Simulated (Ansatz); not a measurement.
**C2H7FGaNO: basis-set convergence**

An exercise on one series of results from a longer session: the logs are not shown, and one member is left open.

Program: Ansatz 0.2.0, Gaussian basis. Level of theory: one geometry, several basis sets. These are calculated values, not measurements.

Levels to be run: PBE0-D4/def2-SVP; ωB97M-V/def2-SVP; PBE0-D4/def2-QZVPP; ωB97M-V/def2-QZVPP; the functionals' def2-TZVPP values are taken from earlier runs.

**The geometry**

The geometry comes from an earlier relaxation with PBE0-D4 in a triple-zeta def2 set; it is a stationary point, not always the lowest conformer.

SMILES `CN[C](O)(F)[GaH2]`, 13 atoms, charge 0, spin multiplicity 1.

Atoms are counted from 1 here; the program's logs count them from 0.

Bond lengths: C1–N2 1.449 Å, C1–H7 1.092 Å, C1–H8 1.091 Å, C1–H9 1.097 Å, N2–C3 1.425 Å, N2–H10 1.016 Å, C3–O4 1.391 Å, C3–F5 1.396 Å, C3–Ga6 2.021 Å, O4–H11 0.969 Å, Ga6–H12 1.569 Å, Ga6–H13 1.565 Å. Angles: N2–C1–H7 109.5°, N2–C1–H8 109.0°, N2–C1–H9 114.3°, H7–C1–H8 107.6°, H7–C1–H9 107.5°, H8–C1–H9 108.8°, C1–N2–C3 116.0°, C1–N2–H10 112.5°, C3–N2–H10 110.1°, N2–C3–O4 116.0°, N2–C3–F5 104.1°, N2–C3–Ga6 113.4°, O4–C3–F5 107.3°, O4–C3–Ga6 107.1°, F5–C3–Ga6 108.5°, C3–O4–H11 109.2°, C3–Ga6–H12 120.4°, C3–Ga6–H13 117.7° and more.

Set-up of the first run:

Input file in.yaml:

```yaml
crystal:
  periodic: [false, false, false]
  atoms:
    - {symbol: C, position_ang: [-1.561610, -0.500798, 0.111152]}
    - {symbol: N, position_ang: [-0.731511, 0.467075, -0.576481]}
    - {symbol: C, position_ang: [0.675509, 0.271293, -0.470097]}
    - {symbol: O, position_ang: [1.143392, -0.990457, -0.822230]}
    - {symbol: F, position_ang: [1.215924, 1.183288, -1.377922]}
    - {symbol: Ga, position_ang: [1.407269, 0.685980, 1.367973]}
    - {symbol: H, position_ang: [-1.316576, -0.500577, 1.175488]}
    - {symbol: H, position_ang: [-2.606755, -0.204780, 0.012599]}
    - {symbol: H, position_ang: [-1.450486, -1.529816, -0.253081]}
    - {symbol: H, position_ang: [-0.994749, 0.582065, -1.550844]}
    - {symbol: H, position_ang: [0.848757, -1.199727, -1.720851]}
    - {symbol: H, position_ang: [0.594612, 0.297450, 2.652690]}
    - {symbol: H, position_ang: [2.776233, 1.439005, 1.451594]}
basis:
  gaussian: {orbitals: def2-SVP}
hamiltonian: {xc: pbe0, dispersion: d4}
output: {orbitals: {seedname: orbitals}}
```

Launch:

```sh
$ ansatz run in.yaml --threads 2 --pin off --events-out ev --progress --plain --max-ram 32768MiB --backend cpu
```

Steps of the session up to this table: PBE0-D4 in def2-SVP; ωB97M-V in def2-SVP; PBE0-D4 in def2-QZVPP; ωB97M-V in def2-QZVPP.

One table of the session follows, with a row left open; its other results are not shown here.

It belongs to the step «Density functionals: the series». 

```
functional       basis  HOMO (eV)  LUMO (eV)
   PBE0-D4    def2-SVP      -6.75      -1.42
   PBE0-D4  def2-TZVPP      -6.90      -1.53
   PBE0-D4  def2-QZVPP      -6.94      -1.58
   ωB97M-V    def2-SVP          ?          ?
   ωB97M-V  def2-TZVPP      -9.20       0.15
   ωB97M-V  def2-QZVPP      -9.24      -0.01
```

**Question.** Estimate the row for ωB97M-V, def2-SVP.

**Answer.** HOMO (eV): -9.02; LUMO (eV): 0.30. In the column «HOMO (eV)» it lies between ωB97M-V, def2-TZVPP (-9.20) and PBE0-D4, def2-QZVPP (-6.94).
